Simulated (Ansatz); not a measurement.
# TlMoS2 (R-3m) in Ansatz: notebook, part 2 of 2

Ansatz 0.2.0.

## 4. Single point, PBEsol+U, collinear spin, ferromagnetic start

File input.yaml:

```yaml
crystal:
  lattice:
    - [1.93710542, 1.11838834, 7.03243187]
    - [-1.93710542, 1.11838834, 7.03243187]
    - [0.0, -2.23677667, 7.03243187]
  atoms:
    - { symbol: Tl, position: [0.5, 0.5, 0.5] }
    - { symbol: Mo, position: [0.0, 0.0, 0.0], spin: 1.0 }
    - { symbol: S, position: [0.2667, 0.2667, 0.2667] }
    - { symbol: S, position: [0.7333, 0.7333, 0.7333] }
hamiltonian:
  xc: pbesol
  pseudopotentials: { kind: paw }
  hubbard: { sites: [{ species: Mo, l: d, u_eff: 8.0 }] }
magnetization:
  spin_polarized: true
kpoints:
  mp_grid: { grid: [6, 6, 6] }
scf:
  occupations: { method: gaussian, width: 0.05 }
output:
  forces: true
  stress: true
  eigenvalues: true
```

Potentials or basis: Ansatz PAW.

Command:

```
ansatz run input.yaml --threads 2 --pin off --max-ram 5632MiB --backend cpu --events-out ev --progress --plain --runs-dir out
```

Standard output:

```text
Warning: RAYON_NUM_THREADS=2 ignored (pool sized by the plan → 2); use --threads N
basis.fft_grid_basis auto: the FFT boxes are laid along the combinations [[1, 0, -1], [0, 1, -1], [0, 0, 1]] of the cell's own vectors, 3.874, 3.874 and 7.380 Å long. The dense box has 27×27×50 points. Along the cell's own vectors, as sized, it would have 50×50×50, 3.43 times as many. Of the 12 symmetry operations that the crystal satisfies within crystal.symmetry.tolerance (time reversal apart; of a slab, those that keep its plane) the dense box along the cell's own vectors carries 12, and the one as laid loses 8 of those. basis.fft_grid_basis: typed keeps the cell's own vectors: state it where this run's energies or levels are differenced outside the engine with another run's, or held beside a run that keeps those vectors.
Tl: projections on atomic orbitals take those of the free atom [Xe 4f14] 5d10 6s2 6p1, of charge +0.00 (hamiltonian.pseudopotentials.projection_atoms); the dataset's partial waves leave at most 3.0e-5 of an orbital's norm unspanned inside its sphere
Mo: projections on atomic orbitals take those of the free atom [Ar 3d10] 4s2 4p6 4d5 5s1, of charge +0.00 (hamiltonian.pseudopotentials.projection_atoms); the dataset's partial waves leave at most 6.0e-6 of an orbital's norm unspanned inside its sphere
S: projections on atomic orbitals take those of the free atom [Ne] 3s2 3p4, of charge +0.00 (hamiltonian.pseudopotentials.projection_atoms); the dataset's partial waves leave at most 1.6e-7 of an orbital's norm unspanned inside its sphere
Engine: ansatz 0.2.0, x86_64-unknown-linux-gnu
Pseudopotentials: kind: paw
Pseudopotential: Tl, paw, valence charge 13, recommended cutoff 420 eV (normal), Tl.paw.azcp
Pseudopotential: Mo, paw, valence charge 14, recommended cutoff 420 eV (normal), Mo.paw.azcp
Pseudopotential: S, paw, valence charge 6, recommended cutoff 420 eV (normal), S.paw.azcp
Functional definition: PBEsol
  exchange = pbesol_x
  correlation = pbesol_c
Crystal: 4 atoms, lattice volume = 91.412 Å³
Basis set: ecut = 420 eV, 1805 PW (Γ), FFT grids on a1−a3, a2−a3, a3, exchange–correlation on 54×54×100 points (8 copies of the dense FFT grid, shifted against one another)
Bands: 24, of which v1, the nominal top of the filled ones, is band 20 counted from 1 (19 counted from 0)
Symmetry: 12 space group operations
Space group: R-3m (ITA 166), of the structure as read, at distance tolerance 4.5e-5 Å
Magnetic group: BNS 166.97 (UNI 1327), of the structure as read, at distance tolerance 4.5e-5 Å
k-points: 32 of 216
Non-local potential: Tl, projectors of the file, l = 0: 2, l = 1: 2, l = 2: 2, l = 3: 1
Non-local potential: Mo, projectors of the file, l = 0: 3, l = 1: 2, l = 2: 2, l = 3: 1
Non-local potential: S, projectors of the file, l = 0: 2, l = 1: 2, l = 2: 2
PAW form: soft (Blöchl's): semilocal exchange-correlation on the pseudo side does not see the compensation charge
PAW frozen core: Tl, regenerated for the run's functional, and the local potential with it (the file was generated under x = pbe(κ = 0.804, μ = 0.2195149727645171), c = pbe(β = 0.06672455060314922))
PAW frozen core: Mo, regenerated for the run's functional, and the local potential with it (the file was generated under x = pbe(κ = 0.804, μ = 0.2195149727645171), c = pbe(β = 0.06672455060314922))
PAW frozen core: S, regenerated for the run's functional, and the local potential with it (the file was generated under x = pbe(κ = 0.804, μ = 0.2195149727645171), c = pbe(β = 0.06672455060314922))
PAW one-centre angular grid: Tl, 590 points (default); XC on 64 Gauss nodes
PAW one-centre angular grid: Mo, 590 points (default); XC on 64 Gauss nodes
PAW one-centre angular grid: S, 110 points (default); XC on 64 Gauss nodes
Initial density: superposition of atomic densities (chi_scale 0.1, normalization cell, long waves kept (reshape's long-wave potential 0.38 eV rms))
Starting moments: Σ|m| = 1 μB on 1 of 4 sites
Initial wavefunctions: pseudopotential atomic-orbital guess
Functional: x = pbesol(κ = 0.804, μ = 0.12345679012345678), c = pbesol(β = 0.046)
SCF iter   1: F=—  HF=-17959.828070 eV  |F-HF|=—  |Δ(HF+E_count)|=         —  Δρ=6.19e-2 (↑6.19e-2 ↓5.89e-2)  dr2=4.71e1  dr2_m=1.12e-1  M=1.531 μB ∫|m|=1.643 μB  β_m=1.00  ethr=3.10e-3  ⟨swp⟩=5.8  Hψ=6337  notcnv=0
preconditioner: auto → Kerker (q_TF=auto, 2.367 Å⁻¹)  [metal: Δε(μ)=0.023 eV  Ē_g=10.495 eV  σ=0.050 eV  W_gap=0.25  n_scr=22 (ndim 8)  ℏωp=21.6 eV  f_vac=0.000  D(μ)=3.22/eV (n_scr^D=28)]
spin=Collinear: Kerker preconditioning applied to the charge; magnetization (m = ρ↑ − ρ↓) channel mixes plain (no charge-response kernel on spin).
SCF iter   2: F=—  HF=-17956.491874 eV  |F-HF|=—  |Δ(HF+E_count)|=    3.34e0  Δρ=4.53e-2 (↑2.10e-2 ↓4.53e-2)  dr2=6.10e0  dr2_m=6.02e-1  M=2.978 μB ∫|m|=3.122 μB  β_m=1.00  ethr=3.10e-3  ⟨swp⟩=3.1  Hψ=3772  notcnv=0  defer=30
SCF iter   3: F=—  HF=-17957.492209 eV  |F-HF|=—  |Δ(HF+E_count)|=    1.00e0  Δρ=1.57e-2 (↑1.17e-2 ↓1.57e-2)  dr2=1.18e0  dr2_m=6.28e-2  M=3.000 μB ∫|m|=3.413 μB  β_m=1.00  ethr=3.10e-3  ⟨swp⟩=2.8  Hψ=2966  notcnv=0  defer=31
SCF iter   4: F=—  HF=-17958.212432 eV  |F-HF|=—  |Δ(HF+E_count)|=   7.20e-1  Δρ=7.79e-3 (↑7.79e-3 ↓5.90e-3)  dr2=2.82e-1  dr2_m=9.97e-3  M=3.000 μB ∫|m|=3.584 μB  β_m=1.00  ethr=3.02e-3  ⟨swp⟩=2.3  Hψ=2219  notcnv=0  defer=34
SCF iter   5: F=—  HF=-17958.610113 eV  |F-HF|=—  |Δ(HF+E_count)|=   3.98e-1  Δρ=2.64e-3 (↑1.76e-3 ↓2.64e-3)  dr2=9.39e-2  dr2_m=4.96e-4  M=3.000 μB ∫|m|=3.657 μB  β_m=0.30  ethr=7.23e-4  ⟨swp⟩=2.6  Hψ=3070  notcnv=0  defer=58
Mixer restart at iter 5: flushing history
spin-set hold released at iteration 5 (site moments contracting): the magnetisation degrees of freedom join the quasi-Newton model from the next iteration; the mixer history was flushed
SCF iter   6: F=—  HF=-17958.834809 eV  |F-HF|=—  |Δ(HF+E_count)|=   2.25e-1  Δρ=2.44e-3 (↑1.50e-3 ↓2.44e-3)  dr2=6.57e-2  dr2_m=1.04e-3  M=3.000 μB ∫|m|=3.705 μB  β_m=0.65  ethr=2.41e-4  ⟨swp⟩=2.1  Hψ=1832  notcnv=0  defer=58
SCF iter   7: F=—  HF=-17959.071825 eV  |F-HF|=—  |Δ(HF+E_count)|=   2.37e-1  Δρ=2.15e-3 (↑2.15e-3 ↓1.19e-3)  dr2=1.08e-2  dr2_m=1.78e-3  M=3.000 μB ∫|m|=3.888 μB  β_m=0.82  ethr=1.68e-4  ⟨swp⟩=3.3  Hψ=2629  notcnv=0  defer=58
SCF iter   8: F=—  HF=-17959.081483 eV  |F-HF|=—  |Δ(HF+E_count)|=   9.66e-3  Δρ=1.02e-3 (↑1.02e-3 ↓4.94e-4)  dr2=1.09e-3  dr2_m=3.84e-4  M=3.000 μB ∫|m|=4.014 μB  β_m=0.91  ethr=2.76e-5  ⟨swp⟩=2.5  Hψ=3067  notcnv=0  defer=57
SCF iter   9: F=—  HF=-17959.084429 eV  |F-HF|=—  |Δ(HF+E_count)|=   2.95e-3  Δρ=2.74e-4 (↑2.74e-4 ↓2.49e-4)  dr2=3.18e-4  dr2_m=3.48e-5  M=3.000 μB ∫|m|=4.096 μB  β_m=0.96  ethr=2.79e-6  ⟨swp⟩=2.6  Hψ=3187  notcnv=0  defer=57
SCF iter  10: F=—  HF=-17959.084612 eV  |F-HF|=—  |Δ(HF+E_count)|=   1.83e-4  Δρ=8.04e-5 (↑7.62e-5 ↓8.04e-5)  dr2=1.03e-5  dr2_m=4.54e-6  M=3.000 μB ∫|m|=4.109 μB  β_m=0.98  ethr=8.16e-7  ⟨swp⟩=2.0  Hψ=2153  notcnv=0  defer=57
SCF iter  11: F=—  HF=-17959.084651 eV  |F-HF|=—  |Δ(HF+E_count)|=   3.93e-5  Δρ=5.50e-5 (↑5.50e-5 ↓1.43e-5)  dr2=7.83e-6  dr2_m=6.36e-7  M=3.000 μB ∫|m|=4.118 μB  β_m=0.99  ethr=2.64e-8  ⟨swp⟩=2.6  Hψ=2883  notcnv=0  defer=57
SCF iter  12: F=—  HF=-17959.084653 eV  |F-HF|=—  |Δ(HF+E_count)|=   1.90e-6  Δρ=9.87e-6 (↑9.87e-6 ↓8.99e-6)  dr2=1.39e-6  dr2_m=4.72e-9  M=3.000 μB ∫|m|=4.120 μB  β_m=0.99  ethr=2.01e-8  ⟨swp⟩=2.0  Hψ=2636  notcnv=0  defer=57
SCF iter  13: F=-17959.084653 eV  HF=-17959.084653 eV  |F-HF|=7.65e-9  |Δ(HF+E_count)|=   1.42e-7  Δρ=3.26e-6 (↑3.16e-6 ↓3.26e-6)  dr2=6.76e-8  dr2_m=1.30e-9  M=3.000 μB ∫|m|=4.120 μB  ethr=2.56e-10  ⟨swp⟩=6.4  Hψ=6927  notcnv=0
SCF 1 converged in 13 iterations: F = -17959.084653 eV  dr2 = 6.76e-8
SCF converged after 13 iterations
Magnetization: 3.0000 μB (21.0000 up, 18.0000 down)
Absolute magnetization: 4.1178 μB (∫|ρ↑−ρ↓|, with the PAW one-centre terms)
Spin contamination: 0.2794 ħ² per cell (⟨S²⟩ above its minimum at these occupations)
Per-site moments (μB) at R_I (Å): [(-0.04171486874063212, 1.268536194530212), (2.703685761955765, 1.0897650510203458), (-0.2096762211063374, 1.089765051020346), (-0.20967622110633677, 1.0897650510203458)]
Free energy (F): -17959.084653 eV
Harris-Foulkes:  -17959.084653 eV  (|F-HF|=7.65e-9)
Internal energy: -17959.084481 eV  (E = F + TS)
E sigma→0 (E₀):  -17959.084567 eV
Entropy (-TS):   -0.000172 eV (-0.043 meV/atom)
Fermi energy:    9.615827 eV
--- Per-component energies (eV) ---
  E_band       = -198.691799
  E_kinetic    = 983.258105
  E_local      = -2468.187368  (includes V_loc(G=0)·N_el)
  E_nonlocal   = 524.515152
  E_hartree    = 871.198340
  E_xc         = -601.870953
  E_vxc        = -543.015690  (∫ρ·V_xc dr)
  E_hubbard    = 3.867664  (on-site DFT+U / exact-exchange correction)
  E_vhub       = -10.698329  (the Hubbard potential's part of the band-sum identity)
  E_paw        = -14328.900526  (= ΣΔE_a)
  E_vpaw       = -426.959176  (= ΣTr[D̂ρ^β])
  E_aug_tail   = 0.000071  (compensation charges beyond the density's cutoff)
  E_ewald      = -2943.336428
  E_core_change = 0.371463  (= ΣΔE_core)
  E_smearing   = -0.000172  (= −TS)
  E_closure    = 0.000000  (closes the sum)
  Σ components = -17959.084653   (vs F -17959.084653, Δ=0.00e0)
--- Forces (eV/Å), atoms counted from 1 ---
  atom   1  Tl    -0.00000000     0.00000000     0.00000000
  atom   2  Mo     0.00000000     0.00000000     0.00000000
  atom   3  S      0.00000000     0.00000000     0.61888673
  atom   4  S     -0.00000000    -0.00000000    -0.61888673
  max |Σ_I F_I| component: 2.89e-19 eV/Å
--- Stress (GPa, compression-positive) ---
       -1.488873       0.000000       0.000000
        0.000000      -1.488873       0.000000
        0.000000       0.000000      -1.291917
  P = ⅓ Tr σ = -1.4232 GPa (-14.232 kbar)
--- Band table (eV; the first three rows and the last of 64) ---
  k-point 0 ↑: bands = ["-53.0705", "-27.2444", "-27.2113", "-27.2113", "-4.2075", "-3.0226", "-1.8014", "-1.8014", "-1.7686", "-1.6549", "-1.6549", "1.0596", "3.1185", "3.1185", "4.1004", "5.3225", "5.3225", "7.0300", "7.8547", "7.8547", "7.9407", "11.1164", "11.1164", "12.2906"]
  k-point 1 ↑: bands = ["-53.0693", "-27.2428", "-27.2224", "-27.2139", "-3.9848", "-3.0944", "-1.8046", "-1.7532", "-1.7251", "-1.6633", "-1.6172", "1.4447", "2.8032", "3.3538", "4.0544", "5.1485", "5.1611", "6.5219", "7.5023", "7.8731", "8.6237", "10.2435", "10.7874", "13.0668"]
  k-point 2 ↑: bands = ["-53.0682", "-27.2435", "-27.2394", "-27.2190", "-3.5067", "-3.1701", "-1.8365", "-1.6884", "-1.6697", "-1.6457", "-1.5310", "2.0196", "2.5598", "3.7840", "3.8230", "5.1213", "5.2132", "6.2314", "6.4905", "7.4601", "8.1350", "10.5002", "10.8772", "12.1241"]
  k-point 31 ↓: bands = ["-51.0743", "-25.0220", "-25.0141", "-25.0141", "-4.0840", "-3.5241", "-1.8189", "-1.8189", "-1.7895", "-1.6731", "-1.6731", "2.7052", "4.9698", "6.4819", "6.4819", "7.7982", "7.7982", "9.4483", "11.8657", "12.8512", "12.8512", "13.7593", "13.7593", "13.8156"]
Occupation matrices written to <dir>
```

Wall time 5.4 s (2 threads of Intel Xeon Platinum 8488C (Sapphire Rapids), shared host); peak memory 0.59 GiB.

Results:

| Quantity | Value |
| --- | --- |
| Free energy | -17959.0847 eV |
| Pressure | -1.4 GPa |
| Largest force | 0.619 eV/Å |
| Band gap on the k mesh | 0.05 eV, indirect (least direct gap 0.84 eV) |
| Net moment | 3.00 μB per cell |
| Absolute moment | 4.12 μB per cell |
| Site moments | Tl -0.04; Mo +2.70; S -0.21 μB |

Forces in eV/Å, atoms in the order of the input:
```
Tl   0.000  0.000  0.000
Mo   0.000  0.000  0.000
S    0.000  0.000  0.619
S    0.000  0.000 -0.619
```

Levels at points of the mesh, in eV from the valence-band top:
Spin up:
| k point | band 18 | band 19 | band 20 | band 21 | band 22 | band 23 | band 24 |
| --- | --- | --- | --- | --- | --- | --- | --- |
| (0.00, 0.00, 0.00) | -2.58 | -1.75 | -1.75 | -1.67 | 1.51 | 1.51 | 2.68 |
| (0.00, 0.00, -0.50) | -3.84 | -3.50 | -2.70 | -1.30 | 0.05 | 0.84 | 2.46 |
| (0.00, -0.50, -0.50) | -3.45 | -3.33 | -2.99 | -2.46 | 0.84 | 1.48 | 1.58 |
| (-0.50, -0.50, -0.50) | -2.98 | -1.64 | -1.64 | 0.00 | 1.26 | 1.26 | 2.19 |
Spin down:
```
              k point  band 15  band 16  band 17  band 18  band 19  band 20  band 21  band 22
   (0.00, 0.00, 0.00)    -2.76    -2.27    -1.93    -1.93     2.97     3.57     3.57     3.69
  (0.00, 0.00, -0.50)    -3.77    -3.15    -2.75    -1.33     1.55     2.62     3.07     3.33
 (0.00, -0.50, -0.50)    -3.20    -3.05    -2.87    -2.60     0.92     2.93     3.85     4.00
(-0.50, -0.50, -0.50)    -3.13    -1.81    -1.81    -0.16     2.26     3.24     3.24     4.15
```

Eigenvalues of the final occupation matrices:
```tsv
site	spin	trace	eigenvalues
site 1	1	4.07	0.55 0.55 0.99 0.99 0.99
site 1	2	0.54	0.04 0.04 0.04 0.21 0.21
```

Caveat: the magnetic or orbital state may not be the lowest; spin-orbit coupling is left out, which as a rule narrows the gap of such compounds by several tenths of an eV; the PAW data sets come from PBE, with cores solved anew for the run's functional, which leaves a small shift of forces and pressure. The state reached can hang on the start; a lower one may exist.

## 5. Summary

| level | spin | U | fixed moment (μB) | pressure (GPa) | moment (μB) | largest force (eV/Å) |
| --- | --- | --- | --- | --- | --- | --- |
| LDA+U | collinear, ferromagnetic start | Mo d U = 3 eV | 3 | -7.3 | 3.00 | 1.23 |
| PBEsol+U | collinear, program default start | Mo d U = 2 eV | 0 | -9.0 | 0.00 | 1.31 |
| PBEsol+U | collinear, ferromagnetic start | Mo d U = 8 eV | - | -1.4 | 3.00 | 0.62 |

Alike in all rows: task single point; potentials or basis Ansatz PAW; cell as given; k mesh 6 × 6 × 6; cutoff (eV) 420; smearing gaussian 0.05 eV.

The pressure there spans -9.0 GPa (PBEsol+U) to -1.4 GPa (PBEsol+U); a positive pressure means that this level wants a larger cell, a negative one a smaller.

Caveats: the magnetic or orbital state may not be the lowest; the PAW data sets come from PBE, with cores solved anew for the run's functional, which leaves a small shift of forces and pressure; the total moment is fixed, so each spin has its own Fermi level (some runs); forces of over 1 eV/Å show positions far from the minimum, so gaps and moduli don't describe the material at rest (some runs); the thresholds are loose for stress (some runs); spin-orbit coupling is left out, which as a rule narrows the gap of such compounds by several tenths of an eV (some runs).

Total energies depend on the potentials used, so only differences within one code and one set of settings carry meaning.
